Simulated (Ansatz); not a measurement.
# BGeH (triplet): B2PLYP, RPA-PBE over vertical spin and charge gaps, cc-pVDZ

Aim: run BGeH (triplet) with these functionals over vertical spin and charge gaps, and hold them against the top wave-function level at the same points.

Computed with Ansatz 0.2.0, Gaussian basis. Level: cc-pVDZ, all electrons in the functionals, frozen cores in the correlation of double hybrids and RPA.

The runs, in order: B2PLYP, RPA-PBE, at charge 0, triplet; charge 0, singlet; charge 0, quintet; charge 1, doublet; charge 1, quartet.

4 further runs of the same task are left out: 4 set aside as unsound or not needed.

### 1 The system

The geometry is a PBE0/def2-TZVP stationary point (not a proven minimum). No spin-orbit coupling is included. The filled d shell of Ge may be among the frozen orbitals whatever the setting's name suggests; the logs give the count.

3 atoms, charge 0, spin multiplicity 3.

Atoms are counted from 1 here; the program's logs count them from 0.

Bond lengths: Ge1–B2 1.940 Å, B2–H3 1.189 Å. Angles: Ge1–B2–H3 180.0°.

No dispersion term is added.

The geometry shown and the zero of energy belong to the point charge 0, triplet. The yardstick, FCI, and other wave-function levels (R restricted, U unrestricted, valence and pair active spaces) come from earlier runs.

### 2 B2PLYP, charge 0, triplet

File in.yaml:

```yaml
crystal:
  periodic: [false, false, false]
  atoms:
    - {symbol: Ge, position_ang: [0.000000, 0.000000, 1.689721]}
    - {symbol: B, position_ang: [0.000000, 0.000000, -0.250601]}
    - {symbol: H, position_ang: [0.000000, 0.000000, -1.439120]}
basis:
  gaussian: {orbitals: cc-pVDZ}
magnetization: {spin_polarized: true, initial_magnetization: 2}
hamiltonian: {xc: {name: B2PLYP}}
correlation: {electrons: outside_noble_gas}
```

The run is started by

```bash
> ansatz run in.yaml --threads 1 --pin off --events-out ev --progress --plain --max-ram 4160MiB --backend cpu
```

The program printed:

```text
Functional definition: B2PLYP
  name "B2PLYP"
  cite "Grimme, J. Chem. Phys. 124, 034108 (2006) doi:10.1063/1.2148954"
  cite "Becke, Phys. Rev. A 38, 3098 (1988) doi:10.1103/PhysRevA.38.3098"
  cite "Lee, Yang & Parr, Phys. Rev. B 37, 785 (1988) doi:10.1103/PhysRevB.37.785"
  parameter a = 0.53
  parameter c = 0.27
  exchange = (1 - a)*b88_x + a*exact_x
  correlation = (1 - c)*lyp_c + c*(mp2_os + mp2_ss)
506 factors; integrals over basis functions are off by at most 1.0e-3 eV
mean field evaluation 1: about -57192.8567 eV, gradient 7.9e0 eV
mean field evaluation 2: about -57192.8748 eV, gradient 7.8e0 eV
mean field evaluation 4: about -57193.4438 eV, gradient 9.6e-1 eV
mean field evaluation 8: about -57193.4542 eV, gradient 1.7e-2 eV
mean field evaluation 16: about -57193.4542 eV, gradient 1.2e-5 eV
mean field -57193.45419190 eV, -2101.8206744367 hartree, gradient 5.2e-6 eV, S^2 2.007126; 0 other end points of the search recorded, 0 dependent functions left out
15 core orbitals not correlated: weight in the atoms' cores, before any rotation towards them, 0.999 or more for the frozen orbitals, at most 0.000 for the correlated occupied ones
reference -57193.45430621 eV, -2101.8206786374 hartree; 5, 3 occupied and 26, 28 virtual orbitals, 506 factors
second order -4.37551849 eV of doubles, -0.00000000 eV of singles
Total energy: -57194.63569620 eV, -2101.8640939189 hartree
```

Wall time 1.2 s (1 thread of AMD EPYC 7R13, shared host).

From the report: ⟨S²⟩ of the determinant 2.007 (pure triplet: 2.00).

### 3 B2PLYP, charge 0, singlet

Changes to in.yaml since step 2:

```diff
@@ -8,3 +8,3 @@
   gaussian: {orbitals: cc-pVDZ}
-magnetization: {spin_polarized: true, initial_magnetization: 2}
+magnetization: {spin_polarized: true, initial_magnetization: 0}
 hamiltonian: {xc: {name: B2PLYP}}
```

Launched as before.

The program printed, cut to the lines that bear on the results:

```text
Functional definition: B2PLYP
  name "B2PLYP"
  cite "Grimme, J. Chem. Phys. 124, 034108 (2006) doi:10.1063/1.2148954"
  cite "Becke, Phys. Rev. A 38, 3098 (1988) doi:10.1103/PhysRevA.38.3098"
  cite "Lee, Yang & Parr, Phys. Rev. B 37, 785 (1988) doi:10.1103/PhysRevB.37.785"
[...]
506 factors; integrals over basis functions are off by at most 1.0e-3 eV
[...]
mean field -57193.23876801 eV, -2101.8127577548 hartree, gradient 2.5e-6 eV, S^2 1.005456; 6 other end points of the search recorded, 0 dependent functions left out
15 core orbitals not correlated: weight in the atoms' cores, before any rotation towards them, 0.999 or more for the frozen orbitals, at most 0.000 for the correlated occupied ones
reference -57193.23888179 eV, -2101.8127619359 hartree; 4, 4 occupied and 27, 27 virtual orbitals, 506 factors
second order -4.42431000 eV of doubles, -0.00000000 eV of singles
Total energy: -57194.43344549 eV, -2101.8566613422 hartree
```

Wall time 3.4 s (1 thread of AMD EPYC 7R13, shared host).

From the report: ⟨S²⟩ of the determinant 1.005 (pure singlet: 0.00). The determinant is far from a pure spin state, so its energy mixes those of several spin states (harmless only where they are near-degenerate, as at dissociation).

From charge 0, triplet: +0.202 eV.

### 4 B2PLYP, charge 0, quintet

Changes to in.yaml since step 3:

```diff
@@ -8,3 +8,3 @@
   gaussian: {orbitals: cc-pVDZ}
-magnetization: {spin_polarized: true, initial_magnetization: 0}
+magnetization: {spin_polarized: true, initial_magnetization: 4}
 hamiltonian: {xc: {name: B2PLYP}}
```

The command is unchanged.

The program printed, cut to the lines that bear on the results:

```text
Functional definition: B2PLYP
  name "B2PLYP"
  cite "Grimme, J. Chem. Phys. 124, 034108 (2006) doi:10.1063/1.2148954"
  cite "Becke, Phys. Rev. A 38, 3098 (1988) doi:10.1103/PhysRevA.38.3098"
  cite "Lee, Yang & Parr, Phys. Rev. B 37, 785 (1988) doi:10.1103/PhysRevB.37.785"
[...]
506 factors; integrals over basis functions are off by at most 1.0e-3 eV
[...]
mean field -57190.09824727 eV, -2101.6973457462 hartree, gradient 8.5e-6 eV, S^2 6.007582; 0 other end points of the search recorded, 0 dependent functions left out
15 core orbitals not correlated: weight in the atoms' cores, before any rotation towards them, 0.999 or more for the frozen orbitals, at most 0.000 for the correlated occupied ones
reference -57190.09836626 eV, -2101.6973501190 hartree; 6, 2 occupied and 25, 29 virtual orbitals, 506 factors
second order -3.61785364 eV of doubles, -0.00000000 eV of singles
Total energy: -57191.07518674 eV, -2101.7332476097 hartree
```

Run time: 1.4 s. Hardware: 1 thread of AMD EPYC 7R13, shared host.

From the report: ⟨S²⟩ of the determinant 6.008 (pure quintet: 6.00).

From charge 0, triplet: +3.561 eV.

### 5 B2PLYP, charge 1, doublet

Changes to in.yaml since step 4:

```diff
@@ -8,3 +8,4 @@
   gaussian: {orbitals: cc-pVDZ}
-magnetization: {spin_polarized: true, initial_magnetization: 4}
+total_charge: 1
+magnetization: {spin_polarized: true, initial_magnetization: 1}
 hamiltonian: {xc: {name: B2PLYP}}
```

Launched as before.

The program printed, cut to the lines that bear on the results:

```text
Functional definition: B2PLYP
  name "B2PLYP"
  cite "Grimme, J. Chem. Phys. 124, 034108 (2006) doi:10.1063/1.2148954"
  cite "Becke, Phys. Rev. A 38, 3098 (1988) doi:10.1103/PhysRevA.38.3098"
  cite "Lee, Yang & Parr, Phys. Rev. B 37, 785 (1988) doi:10.1103/PhysRevB.37.785"
[...]
506 factors; integrals over basis functions are off by at most 1.0e-3 eV
[...]
mean field -57185.21628371 eV, -2101.5179368946 hartree, gradient 2.2e-6 eV, S^2 0.753435; 2 other end points of the search recorded, 0 dependent functions left out
15 core orbitals not correlated: weight in the atoms' cores, before any rotation towards them, 0.999 or more for the frozen orbitals, at most 0.000 for the correlated occupied ones
reference -57185.21640142 eV, -2101.5179412203 hartree; 4, 3 occupied and 27, 28 virtual orbitals, 506 factors
second order -3.58522927 eV of doubles, -0.00000000 eV of singles
Total energy: -57186.18441332 eV, -2101.5535150015 hartree
```

It took 2.5 s on 1 thread of AMD EPYC 7R13, shared host.

From the report: ⟨S²⟩ of the determinant 0.753 (pure doublet: 0.75).

From charge 0, triplet: +8.451 eV.

### 6 B2PLYP, charge 1, quartet

Changes to in.yaml since step 5:

```diff
@@ -9,3 +9,3 @@
 total_charge: 1
-magnetization: {spin_polarized: true, initial_magnetization: 1}
+magnetization: {spin_polarized: true, initial_magnetization: 3}
 hamiltonian: {xc: {name: B2PLYP}}
```

Same command.

The program printed, cut to the lines that bear on the results:

```text
Functional definition: B2PLYP
  name "B2PLYP"
  cite "Grimme, J. Chem. Phys. 124, 034108 (2006) doi:10.1063/1.2148954"
  cite "Becke, Phys. Rev. A 38, 3098 (1988) doi:10.1103/PhysRevA.38.3098"
  cite "Lee, Yang & Parr, Phys. Rev. B 37, 785 (1988) doi:10.1103/PhysRevB.37.785"
[...]
506 factors; integrals over basis functions are off by at most 1.0e-3 eV
[...]
mean field -57184.30219246 eV, -2101.4843446607 hartree, gradient 5.6e-6 eV, S^2 3.754497; 0 other end points of the search recorded, 0 dependent functions left out
15 core orbitals not correlated: weight in the atoms' cores, before any rotation towards them, 0.999 or more for the frozen orbitals, at most 0.001 for the correlated occupied ones
reference -57184.30230846 eV, -2101.4843489235 hartree; 5, 2 occupied and 26, 29 virtual orbitals, 506 factors
second order -3.78247783 eV of doubles, -0.00000000 eV of singles
Total energy: -57185.32357747 eV, -2101.5218798675 hartree
```

It took 1.3 s on 1 thread of AMD EPYC 7R13, shared host.

From the report: ⟨S²⟩ of the determinant 3.754 (pure quartet: 3.75).

From charge 0, triplet: +9.312 eV.

### 7 RPA-PBE, charge 0, triplet

File in.yaml:

```yaml
crystal:
  periodic: [false, false, false]
  atoms:
    - {symbol: Ge, position_ang: [0.000000, 0.000000, 1.689721]}
    - {symbol: B, position_ang: [0.000000, 0.000000, -0.250601]}
    - {symbol: H, position_ang: [0.000000, 0.000000, -1.439120]}
basis:
  gaussian: {orbitals: cc-pVDZ}
magnetization: {spin_polarized: true, initial_magnetization: 2}
hamiltonian: {xc: {name: PBE}}
correlation: {method: rpa, electrons: outside_noble_gas}
```

Same command.

The program printed, cut to the lines that bear on the results:

```text
Functional definition: PBE
  name "PBE"
  cite "Perdew, Burke & Ernzerhof, Phys. Rev. Lett. 77, 3865 (1996) doi:10.1103/PhysRevLett.77.3865"
  parent pbe
[...]
506 factors; integrals over basis functions are off by at most 1.0e-3 eV
[...]
mean field -57197.14489475 eV, -2101.9563052648 hartree, gradient 7.0e-6 eV, S^2 2.005802; 0 other end points of the search recorded, 0 dependent functions left out
15 core orbitals not correlated: weight in the atoms' cores, before any rotation towards them, 0.998 or more for the frozen orbitals, at most 0.001 for the correlated occupied ones
reference -57157.42048448 eV, -2100.4964601136 hartree; 5, 3 occupied and 26, 28 virtual orbitals, 506 factors
Total energy: -57164.53023731 eV, -2100.7577387107 hartree
```

It took 1 s on 1 thread of AMD EPYC 7R13, shared host.

From the report: ⟨S²⟩ of the determinant 2.006 (pure triplet: 2.00).

### 8 RPA-PBE, charge 0, singlet

Changes to in.yaml since step 7:

```diff
@@ -8,3 +8,3 @@
   gaussian: {orbitals: cc-pVDZ}
-magnetization: {spin_polarized: true, initial_magnetization: 2}
+magnetization: {spin_polarized: true, initial_magnetization: 0}
 hamiltonian: {xc: {name: PBE}}
```

The command is unchanged.

The program printed, cut to the lines that bear on the results:

```text
Functional definition: PBE
  name "PBE"
  cite "Perdew, Burke & Ernzerhof, Phys. Rev. Lett. 77, 3865 (1996) doi:10.1103/PhysRevLett.77.3865"
  parent pbe
[...]
506 factors; integrals over basis functions are off by at most 1.0e-3 eV
[...]
mean field -57196.90918186 eV, -2101.9476429757 hartree, gradient 2.8e-6 eV, S^2 1.003769; 12 other end points of the search recorded, 0 dependent functions left out
15 core orbitals not correlated: weight in the atoms' cores, before any rotation towards them, 0.998 or more for the frozen orbitals, at most 0.000 for the correlated occupied ones
reference -57157.07165466 eV, -2100.4836408540 hartree; 4, 4 occupied and 27, 27 virtual orbitals, 506 factors
Total energy: -57164.27735179 eV, -2100.7484453393 hartree
```

Wall time 6 s (1 thread of AMD EPYC 7R13, shared host).

From the report: ⟨S²⟩ of the determinant 1.004 (pure singlet: 0.00). The determinant is far from a pure spin state, so its energy mixes those of several spin states (harmless only where they are near-degenerate, as at dissociation).

From charge 0, triplet: +0.253 eV.

### 9 RPA-PBE, charge 0, quintet

Changes to in.yaml since step 8:

```diff
@@ -8,3 +8,3 @@
   gaussian: {orbitals: cc-pVDZ}
-magnetization: {spin_polarized: true, initial_magnetization: 0}
+magnetization: {spin_polarized: true, initial_magnetization: 4}
 hamiltonian: {xc: {name: PBE}}
```

Same command.

The program printed, cut to the lines that bear on the results:

```text
Functional definition: PBE
  name "PBE"
  cite "Perdew, Burke & Ernzerhof, Phys. Rev. Lett. 77, 3865 (1996) doi:10.1103/PhysRevLett.77.3865"
  parent pbe
[...]
506 factors; integrals over basis functions are off by at most 1.0e-3 eV
[...]
mean field -57193.65994148 eV, -2101.8282355942 hartree, gradient 1.7e-6 eV, S^2 6.004966; 4 other end points of the search recorded, 0 dependent functions left out
15 core orbitals not correlated: weight in the atoms' cores, before any rotation towards them, 0.998 or more for the frozen orbitals, at most 0.001 for the correlated occupied ones
reference -57154.76511249 eV, -2100.3988769927 hartree; 6, 2 occupied and 25, 29 virtual orbitals, 506 factors
Total energy: -57161.00031024 eV, -2100.6280162837 hartree
```

Wall time 2 s (1 thread of AMD EPYC 7R13, shared host).

From the report: ⟨S²⟩ of the determinant 6.005 (pure quintet: 6.00).

From charge 0, triplet: +3.530 eV.

### 10 RPA-PBE, charge 1, doublet

Changes to in.yaml since step 9:

```diff
@@ -8,3 +8,4 @@
   gaussian: {orbitals: cc-pVDZ}
-magnetization: {spin_polarized: true, initial_magnetization: 4}
+total_charge: 1
+magnetization: {spin_polarized: true, initial_magnetization: 1}
 hamiltonian: {xc: {name: PBE}}
```

Launched as before.

The program printed, cut to the lines that bear on the results:

```text
Functional definition: PBE
  name "PBE"
  cite "Perdew, Burke & Ernzerhof, Phys. Rev. Lett. 77, 3865 (1996) doi:10.1103/PhysRevLett.77.3865"
  parent pbe
[...]
506 factors; integrals over basis functions are off by at most 1.0e-3 eV
[...]
mean field -57188.41892215 eV, -2101.6356316864 hartree, gradient 8.9e-7 eV, S^2 0.752649; 12 other end points of the search recorded, 0 dependent functions left out
15 core orbitals not correlated: weight in the atoms' cores, before any rotation towards them, 0.998 or more for the frozen orbitals, at most 0.001 for the correlated occupied ones
reference -57149.64415406 eV, -2100.2106852415 hartree; 4, 3 occupied and 27, 28 virtual orbitals, 506 factors
Total energy: -57156.05558840 eV, -2100.4463011076 hartree
```

Run time: 6 s. Hardware: 1 thread of AMD EPYC 7R13, shared host.

From the report: ⟨S²⟩ of the determinant 0.753 (pure doublet: 0.75).

From charge 0, triplet: +8.475 eV.

### 11 RPA-PBE, charge 1, quartet

Changes to in.yaml since step 10:

```diff
@@ -9,3 +9,3 @@
 total_charge: 1
-magnetization: {spin_polarized: true, initial_magnetization: 1}
+magnetization: {spin_polarized: true, initial_magnetization: 3}
 hamiltonian: {xc: {name: PBE}}
```

The command is unchanged.

The program printed, cut to the lines that bear on the results:

```text
Functional definition: PBE
  name "PBE"
  cite "Perdew, Burke & Ernzerhof, Phys. Rev. Lett. 77, 3865 (1996) doi:10.1103/PhysRevLett.77.3865"
  parent pbe
[...]
506 factors; integrals over basis functions are off by at most 1.0e-3 eV
[...]
mean field -57187.78720659 eV, -2101.6124165679 hartree, gradient 1.2e-6 eV, S^2 3.752652; 0 other end points of the search recorded, 0 dependent functions left out
15 core orbitals not correlated: weight in the atoms' cores, before any rotation towards them, 0.998 or more for the frozen orbitals, at most 0.001 for the correlated occupied ones
reference -57148.92620473 eV, -2100.1843010903 hartree; 5, 2 occupied and 26, 29 virtual orbitals, 506 factors
Total energy: -57155.17502315 eV, -2100.4139409319 hartree
```

Run time: 1.4 s. Hardware: 1 thread of AMD EPYC 7R13, shared host.

From the report: ⟨S²⟩ of the determinant 3.753 (pure quartet: 3.75).

From charge 0, triplet: +9.355 eV.

### 12 The comparison

The yardstick is full CI for this spin, exact in this basis with these frozen cores. It comes from earlier runs at the same points. Energies in eV, counted from charge 0, triplet; blanks weren't run or aren't comparable.

```
  level  triplet to singlet  triplet to quintet  ionisation to the doublet cation  ionisation to the quartet cation
    FCI               0.559               3.335                             8.396                             9.077
 B2PLYP                                   3.561                             8.451                             9.312
RPA-PBE                                   3.530                             8.475                             9.355
```

Largest miss and mean time a point (FCI took 58 s a point; shared hosts):

```
  level  largest miss (eV)                             where  time a point
 B2PLYP             +0.235  ionisation to the quartet cation         1.9 s
RPA-PBE             +0.278  ionisation to the quartet cation         3.3 s
```

### 13 Summary of results

```
                             quantity                                         value
              triplet to singlet, FCI                                      0.559 eV
              triplet to quintet, FCI                                      3.335 eV
ionisation to the doublet cation, FCI                                      8.396 eV
ionisation to the quartet cation, FCI                                      9.077 eV
                 largest miss, B2PLYP  +0.235 eV (ionisation to the quartet cation)
                largest miss, RPA-PBE  +0.278 eV (ionisation to the quartet cation)
```

Of the functionals, B2PLYP keep the smallest largest miss at the points compared (at most 0.235 eV) and RPA-PBE strays most (0.278 eV, at ionisation to the quartet cation). B2PLYP, RPA-PBE clearly break the spin symmetry at some points (⟨S²⟩ up to 1.01 above the pure value), so energy there is bought with a mixed spin. Functionals and the yardstick converge differently with the basis, so part of each miss in cc-pVDZ is the basis.
